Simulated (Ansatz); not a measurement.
# Ir: a tetragonal deformation path

One table from this session's results is given with a row withheld; the runs are named, their logs left out.

Method: DFT PBEsol, scalar-relativistic, plane waves, PAW, in Ansatz 0.2.0.

## The structure to begin with

The structure is cubic, space group Fm-3m (No. 225). Conventional cell: a = 3.839 Å, b = 3.839 Å, c = 3.839 Å, α = 90.00°, β = 90.00°, γ = 90.00°. Ir (site symmetry m-3m) is surrounded by 12 Ir at 2.71 Å.

Coordinates:

```cif
data_structure
_symmetry_space_group_name_H-M 'Fm-3m'
_symmetry_Int_Tables_number 225
_cell_length_a 3.8394
_cell_length_b 3.8394
_cell_length_c 3.8394
_cell_angle_alpha 90.000
_cell_angle_beta 90.000
_cell_angle_gamma 90.000
_cell_volume 56.60
loop_
_atom_site_label
_atom_site_type_symbol
_atom_site_symmetry_multiplicity
_atom_site_Wyckoff_symbol
_atom_site_fract_x
_atom_site_fract_y
_atom_site_fract_z
_atom_site_occupancy
Ir1 Ir 4 a 0.00000 0.00000 0.00000 1
```

The cell is taken as given, not relaxed at this level.

## The reference cell

Reference values: F = -11799.0384 eV; pressure -2.63 GPa; largest force 0.000 eV/Å; gap on the mesh none (metal). It was computed beforehand with the settings of the runs below.

Set-up of the first run:

At fixed volume and fractional coordinates, lengths along (0.000, 0.000, 1.000) are scaled against those across it; ρ is that ratio over its starting value.

Contents of input.yaml:

```yaml
crystal:
  lattice:
    - [0.0, 2.154898871, 1.5235135018]
    - [2.154898871, 0.0, 1.5235135018]
    - [2.154898871, 2.154898871, 0.0]
  atoms:
    - { symbol: Ir, position: [0.0, 0.0, 0.0] }
basis:
  ecutwfc: 420
kpoints:
  mp_grid: { grid: [24, 24, 24] }
hamiltonian:
  xc: pbesol
scf:
  occupations: { method: gaussian, width: 0.15 }
output:
  forces: true
  stress: true
  eigenvalues: true
  write_density: true
  write_potential: true
  elf: true
  volumetric_format: npy
```

Launch:

```sh
ansatz run input.yaml --threads 1 --pin off --max-ram 2560MiB --backend cpu --events-out ev --progress --plain --runs-dir out
```

Among the steps run: At ρ = 0.707; At ρ = 1.414; Point ρ = 0.850; Point ρ = 1.200; Point ρ = 0.780; At ρ = 1.300; At ρ = 0.920; At ρ = 1.100; ρ = 0.650; At ρ = 1.500; At ρ = 0.960; ρ = 1.050.

One table of the session follows, with a row left open; its other results are not shown here.

Collected from the runs (energy zero: the undisturbed cell):

| ρ | ΔE (meV/atom) | pressure (GPa) |
| --- | --- | --- |
| 0.650 | 571.6 | 8.6 |
| 0.707 | 688.5 | 10.6 |
| 0.780 | 518.1 | 7.1 |
| 0.850 | 259.1 | 2.3 |
| 0.920 | 74.5 | -1.1 |
| 0.960 | 18.4 | -2.3 |
| 1.000 | 0.0 | -2.6 |
| 1.050 | 27.2 | -2.0 |
| 1.100 | 104.3 | -0.3 |
| 1.200 | 364.3 | 6.3 |
| 1.300 | ? | ? |
| 1.414 | 1150.4 | 31.2 |
| 1.500 | 1522.1 | 44.8 |

**Question.** Estimate the row for ρ = 1.300.

Worked estimate for «ΔE (meV/atom)». A straight line through the neighbours (1.200, 364.3) and (1.414, 1150.4) gives 364.3 + (1150.4 − 364.3) × (1.300 − 1.200) / (1.414 − 1.200) = 731.6; a parabola fitted to 4 rows on both sides gives 699.1.

As computed: ΔE (meV/atom): 703.4; pressure (GPa): 16.3. In «ΔE (meV/atom)» the line misses by +28.2 and the parabola by -4.3.
